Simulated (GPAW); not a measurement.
Crystal: Ta3N.

```
CELL_PARAMETERS angstrom
3.03222 0.00000 0.00000
-1.51611 2.62598 0.00000
0.00000 0.00000 7.52414
ATOMIC_POSITIONS crystal
Ta 0.66667 0.33333 0.82607
Ta 0.33333 0.66667 0.17393
Ta 0.00000 0.00000 0.50000
N 0.00000 0.00000 0.00000
```

The cell comes from a database or a generator and needn't be the stable form of this composition.

Base run:

* Program: GPAW 26.7.0
* Functional: RPBE
* Potentials or basis: the program's PAW data sets (release 1.2.1) made for this functional
* Cutoff: 800 eV
* Basis: pw
* k mesh: 7 × 7 × 3
* Occupations: fermi-dirac, width 0.05 eV
* Spin: no spin polarisation

Its results: pressure 3.6 GPa; largest force 0.087 eV/Å.

Question: After a change of settings the same cell gave: pressure -14.0 GPa; largest force 0.739 eV/Å. Which change was it?
A. functional from RPBE to LDA
B. functional from RPBE to revPBE
C. functional from RPBE to PBEsol; potentials or basis from the program's PAW data sets (release 1.2.1) made for this functional to PAW data sets generated in the run's folder for this functional

Answer: A.

LDA binds more tightly than RPBE, so the same cell stands under less pressure.

Runs at the PBE level aren't shown here.
